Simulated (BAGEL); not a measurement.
# Si2H5O2 (SMILES O[Si](O)[SiH3]): levels of theory compared

We compute a comparison of 3 runs (UHF/STO-3G, UHF/3-21G, UHF/6-31G*) of Si2H5O2. 

Program for the calculation: BAGEL 1.2.2.

3 further runs of the same task are left out: 2 that didn't finish, 1 set aside as unsound or not needed. Runs told in other sessions of the task aren't counted.

### Step 1. Starting point

The species is Si2H5O2 (9 atoms), meant as a doublet with charge 0. SMILES: `O[Si](O)[SiH3]`. The Si4–H9 distance was set to 2.682 Å, away from the relaxed value. At this shape a bond of the SMILES string is far longer than usual.

Bond lengths: O1–Si2 1.659 Å, Si2–O3 1.645 Å, Si2–Si4 2.364 Å, O1–H5 0.959 Å, O3–H6 0.960 Å, Si4–H7 1.489 Å, Si4–H8 1.487 Å. Angles: O1–Si2–O3 105.6°, O1–Si2–Si4 113.7°, O3–Si2–Si4 106.6°, Si2–O1–H5 116.8°, Si2–O3–H6 117.0°, Si2–Si4–H7 107.2°, Si2–Si4–H8 108.6°, H7–Si4–H8 108.5°.

### Step 2. A single-point energy at UHF/STO-3G (density fitting with qzvpp-jkfit) (run 1)

Input file calc.json:

```json
{ "bagel" : [

{
  "title" : "molecule",
  "basis" : "sto-3g",
  "df_basis" : "qzvpp-jkfit",
  "angstrom" : true,
  "geometry" : [
    { "atom" : "O", "xyz" : [   -1.339540,    1.454400,   -1.427478 ] },
    { "atom" : "Si", "xyz" : [   -0.193340,    0.364200,   -1.925878 ] },
    { "atom" : "O", "xyz" : [    1.255760,    1.105800,   -1.685878 ] },
    { "atom" : "Si", "xyz" : [   -0.153140,   -1.624500,   -0.647978 ] },
    { "atom" : "H", "xyz" : [   -2.237740,    1.306300,   -1.729178 ] },
    { "atom" : "H", "xyz" : [    1.288760,    2.054300,   -1.831078 ] },
    { "atom" : "H", "xyz" : [   -1.486040,   -2.271300,   -0.797478 ] },
    { "atom" : "H", "xyz" : [    0.878160,   -2.533000,   -1.214978 ] },
    { "atom" : "H", "xyz" : [    0.336100,   -1.246500,    1.962200 ] }
  ]
},
{
  "title" : "uhf",
  "nopen" : 1
},
{
  "title" : "print",
  "file" : "orbitals.molden",
  "orbitals" : true
}

]}
```

On the command line:

```sh
$ BAGEL_NUM_THREADS=1 BAGEL calc.json > calc.out
```

Standard output:

```text
* using 1 threads per process

  ===============================================================
  ===============================================================

  *** Geometry ***

  { "atom" : "O", "xyz" : [     -2.531364,      2.748418,     -2.697542 ] },
  { "atom" : "Si", "xyz" : [     -0.365360,      0.688238,     -3.639382 ] },
  { "atom" : "O", "xyz" : [      2.373042,      2.089659,     -3.185848 ] },
  { "atom" : "Si", "xyz" : [     -0.289393,     -3.069860,     -1.224501 ] },
  { "atom" : "H", "xyz" : [     -4.228716,      2.468549,     -3.267673 ] },
  { "atom" : "H", "xyz" : [      2.435403,      3.882064,     -3.460236 ] },
  { "atom" : "H", "xyz" : [     -2.808209,     -4.292135,     -1.507015 ] },
  { "atom" : "H", "xyz" : [      1.659482,     -4.786676,     -2.295976 ] },
  { "atom" : "H", "xyz" : [      0.635137,     -2.355544,      3.708021 ] },

  Number of auxiliary basis functions:      500

  Since a DF basis is specified, we compute 2- and 3-index integrals:
    o Being stored without compression. Storage requirement is 0.004 GB

  Number of basis functions:       33
  Number of electrons      :       49

    * METHOD: MOLECULE                             0.20

  *** Open-shell HF ***

  === Nuclear Repulsion ===
   212.6900782170

      * DIIS with orbital gradients will be used.

  === UHF iteration (sto-3g) ===
      0       -721.33070799          0.03656607           0.06
      1       -721.47916414          0.01926869           0.05
      2       -721.54510404          0.00866936           0.06
      3       -721.57872213          0.00338920           0.05
      4       -721.58984581          0.00330980           0.06
      5       -721.63358305          0.00111375           0.06
      6       -721.63524800          0.00081291           0.06
      7       -721.63622883          0.00057320           0.05
      8       -721.63726611          0.00031295           0.06
      9       -721.63736581          0.00007093           0.06
     10       -721.63739856          0.00002759           0.06
     11       -721.63739965          0.00001151           0.06
     12       -721.63740007          0.00000394           0.06
     13       -721.63740012          0.00000211           0.05
     14       -721.63740014          0.00000076           0.05
     15       -721.63740014          0.00000043           0.06
     16       -721.63740014          0.00000022           0.06
     17       -721.63740014          0.00000007           0.06
     18       -721.63740014          0.00000002           0.06
     19       -721.63740014          0.00000001           0.06
     20       -721.63740014          0.00000000           0.06
    * SCF iteration converged.

    * S^2 (UHF) is 1.4401

    * Permanent dipole moment:
           (    0.540341,    -0.051468,     0.556750) a.u.

    * METHOD: UHF                                  1.26

    * METHOD: PRINT                                0.00

  ===============================================================
```

Run time: 1.6 s. Hardware: 1 thread of Arm Neoverse V1, shared host.

### Step 3. A single-point energy at UHF/3-21G (density fitting with qzvpp-jkfit) (run 2)

Input file calc.json:

```json
{ "bagel" : [

{
  "title" : "molecule",
  "basis" : "3-21g",
  "df_basis" : "qzvpp-jkfit",
  "angstrom" : true,
  "geometry" : [
    { "atom" : "O", "xyz" : [      -1.339540,       1.454400,      -1.427478 ] },
    { "atom" : "Si", "xyz" : [      -0.193340,       0.364200,      -1.925878 ] },
    { "atom" : "O", "xyz" : [       1.255760,       1.105800,      -1.685878 ] },
    { "atom" : "Si", "xyz" : [      -0.153140,      -1.624500,      -0.647978 ] },
    { "atom" : "H", "xyz" : [      -2.237740,       1.306300,      -1.729178 ] },
    { "atom" : "H", "xyz" : [       1.288760,       2.054300,      -1.831078 ] },
    { "atom" : "H", "xyz" : [      -1.486040,      -2.271300,      -0.797478 ] },
    { "atom" : "H", "xyz" : [       0.878160,      -2.533000,      -1.214978 ] },
    { "atom" : "H", "xyz" : [       0.336100,      -1.246500,       1.962200 ] }
  ]
},

{
  "title" : "uhf",
  "nopen" : 1
},

{
  "title" : "print",
  "file" : "orbitals.molden",
  "orbitals" : true
}

]}
```

On the command line:

```sh
$ BAGEL_NUM_THREADS=1 BAGEL calc.json > calc.out
```

Standard output:

```text
* using 1 threads per process

  ===============================================================
  ===============================================================

  *** Geometry ***

  { "atom" : "O", "xyz" : [     -2.531364,      2.748418,     -2.697542 ] },
  { "atom" : "Si", "xyz" : [     -0.365360,      0.688238,     -3.639382 ] },
  { "atom" : "O", "xyz" : [      2.373042,      2.089659,     -3.185848 ] },
  { "atom" : "Si", "xyz" : [     -0.289393,     -3.069860,     -1.224501 ] },
  { "atom" : "H", "xyz" : [     -4.228716,      2.468549,     -3.267673 ] },
  { "atom" : "H", "xyz" : [      2.435403,      3.882064,     -3.460236 ] },
  { "atom" : "H", "xyz" : [     -2.808209,     -4.292135,     -1.507015 ] },
  { "atom" : "H", "xyz" : [      1.659482,     -4.786676,     -2.295976 ] },
  { "atom" : "H", "xyz" : [      0.635137,     -2.355544,      3.708021 ] },

  Number of auxiliary basis functions:      500

  Since a DF basis is specified, we compute 2- and 3-index integrals:
    o Being stored without compression. Storage requirement is 0.012 GB

  Number of basis functions:       54
  Number of electrons      :       49

    * METHOD: MOLECULE                             0.20

  *** Open-shell HF ***

  === Nuclear Repulsion ===
   212.6900782170

      * DIIS with orbital gradients will be used.

  === UHF iteration (3-21g) ===
      0       -726.26768278          0.05874612           0.10
      1       -726.42511692          0.03627318           0.10
      2       -726.48060280          0.02292454           0.10
      3       -726.51176010          0.00183764           0.10
      4       -726.52253229          0.00142346           0.09
      5       -726.53084716          0.00084514           0.10
      6       -726.53312290          0.00033741           0.10
      7       -726.53320146          0.00021851           0.10
      8       -726.53325920          0.00012340           0.10
      9       -726.53328293          0.00004890           0.10
     10       -726.53328581          0.00002377           0.10
     11       -726.53328632          0.00000628           0.10
     12       -726.53328636          0.00000265           0.10
     13       -726.53328636          0.00000126           0.10
     14       -726.53328637          0.00000076           0.10
     15       -726.53328637          0.00000038           0.10
     16       -726.53328637          0.00000018           0.09
     17       -726.53328637          0.00000012           0.10
     18       -726.53328637          0.00000005           0.10
     19       -726.53328637          0.00000002           0.10
     20       -726.53328637          0.00000001           0.09
    * SCF iteration converged.

    * S^2 (UHF) is 1.3289

    * Permanent dipole moment:
           (    0.746652,    -0.279509,     0.771535) a.u.

    * METHOD: UHF                                  2.19

    * METHOD: PRINT                                0.01

  ===============================================================
```

Run time: 2.5 s. Hardware: 1 thread of Arm Neoverse V1, shared host.

### Step 4. The energy at UHF/6-31G(d) (density fitting with qzvpp-jkfit, spherical functions) (run 3)

Input file input.json:

```json
{ "bagel" : [

{
  "title" : "molecule",
  "basis" : "6-31gs.json",
  "df_basis" : "qzvpp-jkfit",
  "angstrom" : "true",
  "geometry" : [
    { "atom" : "O", "xyz" : [      -1.339540,       1.454400,      -1.427478 ] },
    { "atom" : "Si", "xyz" : [      -0.193340,       0.364200,      -1.925878 ] },
    { "atom" : "O", "xyz" : [       1.255760,       1.105800,      -1.685878 ] },
    { "atom" : "Si", "xyz" : [      -0.153140,      -1.624500,      -0.647978 ] },
    { "atom" : "H", "xyz" : [      -2.237740,       1.306300,      -1.729178 ] },
    { "atom" : "H", "xyz" : [       1.288760,       2.054300,      -1.831078 ] },
    { "atom" : "H", "xyz" : [      -1.486040,      -2.271300,      -0.797478 ] },
    { "atom" : "H", "xyz" : [       0.878160,      -2.533000,      -1.214978 ] },
    { "atom" : "H", "xyz" : [       0.336100,      -1.246500,       1.962200 ] }
  ]
},

{ "title" : "uhf", "nopen" : 1 },

{ "title" : "print", "file" : "orbitals.molden", "orbitals" : "true" }

]}
```

The basis set 6-31G* is read from a file made from the Basis Set Exchange's data (not shown).

On the command line:

```sh
$ BAGEL_NUM_THREADS=1 BAGEL input.json > input.out
```

Standard output:

```text
* using 1 threads per process

  ===============================================================
  ===============================================================

  *** Geometry ***

  { "atom" : "O", "xyz" : [     -2.531364,      2.748418,     -2.697542 ] },
  { "atom" : "Si", "xyz" : [     -0.365360,      0.688238,     -3.639382 ] },
  { "atom" : "O", "xyz" : [      2.373042,      2.089659,     -3.185848 ] },
  { "atom" : "Si", "xyz" : [     -0.289393,     -3.069860,     -1.224501 ] },
  { "atom" : "H", "xyz" : [     -4.228716,      2.468549,     -3.267673 ] },
  { "atom" : "H", "xyz" : [      2.435403,      3.882064,     -3.460236 ] },
  { "atom" : "H", "xyz" : [     -2.808209,     -4.292135,     -1.507015 ] },
  { "atom" : "H", "xyz" : [      1.659482,     -4.786676,     -2.295976 ] },
  { "atom" : "H", "xyz" : [      0.635137,     -2.355544,      3.708021 ] },

  Number of auxiliary basis functions:      500

  Since a DF basis is specified, we compute 2- and 3-index integrals:
    o Being stored without compression. Storage requirement is 0.022 GB

  Number of basis functions:       74
  Number of electrons      :       49

    * METHOD: MOLECULE                             0.27

  *** Open-shell HF ***

  === Nuclear Repulsion ===
   212.6900782170

      * DIIS with orbital gradients will be used.

  === UHF iteration (6-31gs.json) ===
      0       -730.02945742          0.05244737           0.13
      1       -730.22376362          0.03630931           0.13
      2       -730.31136926          0.02396631           0.13
      3       -730.37421237          0.00142866           0.14
      4       -730.38475678          0.00100215           0.13
      5       -730.39040025          0.00083994           0.14
      6       -730.39753950          0.00040891           0.14
      7       -730.39800046          0.00021991           0.14
      8       -730.39805521          0.00012654           0.14
      9       -730.39808501          0.00006908           0.13
     10       -730.39809314          0.00003679           0.13
     11       -730.39809501          0.00001494           0.13
     12       -730.39809547          0.00000432           0.14
     13       -730.39809555          0.00000234           0.13
     14       -730.39809557          0.00000096           0.13
     15       -730.39809558          0.00000050           0.13
     16       -730.39809558          0.00000031           0.14
     17       -730.39809558          0.00000018           0.14
     18       -730.39809558          0.00000011           0.14
     19       -730.39809558          0.00000005           0.14
     20       -730.39809558          0.00000003           0.14
     21       -730.39809558          0.00000002           0.13
     22       -730.39809558          0.00000001           0.14
    * SCF iteration converged.

    * S^2 (UHF) is 1.3681

    * Permanent dipole moment:
           (    0.650801,    -0.350725,     0.664580) a.u.

    * METHOD: UHF                                  3.26

    * METHOD: PRINT                                0.01

  ===============================================================
```

Run time: 3.9 s. Hardware: 1 thread of Arm Neoverse V1, shared host; peak memory 0.11 GiB.

### Step 5. All runs side by side

```tsv
run	level	energy (Eh)	dipole moment (D)	⟨S²⟩	wall time
1	UHF/STO-3G (density fitting with qzvpp-jkfit)	-721.637400	1.98	1.440	1.6 s
2	UHF/3-21G (density fitting with qzvpp-jkfit)	-726.533286	2.82	1.329	2.5 s
3	UHF/6-31G* (density fitting with qzvpp-jkfit, spherical functions)	-730.398096	2.53	1.368	3.9 s
```

### Step 6. Results

```
            quantity          value
 run 3: total energy  -730.39810 Eh
run 3: dipole moment         2.53 D
         run 3: ⟨S²⟩          1.368
```

In words: The dipole moment (its size) runs from 1.98 D (UHF/STO-3G) to 2.82 D (UHF/3-21G). In run 1 the basis is minimal, so the values are rough. Spin contamination of the reference: run 1 ⟨S²⟩ = 1.44, run 3 ⟨S²⟩ = 1.37, run 2 ⟨S²⟩ = 1.33. Where it is this large, the reference is a mixture of spin states, and values that rest on it are in doubt. All runs together took 8.1 s, the longest 3.9 s.
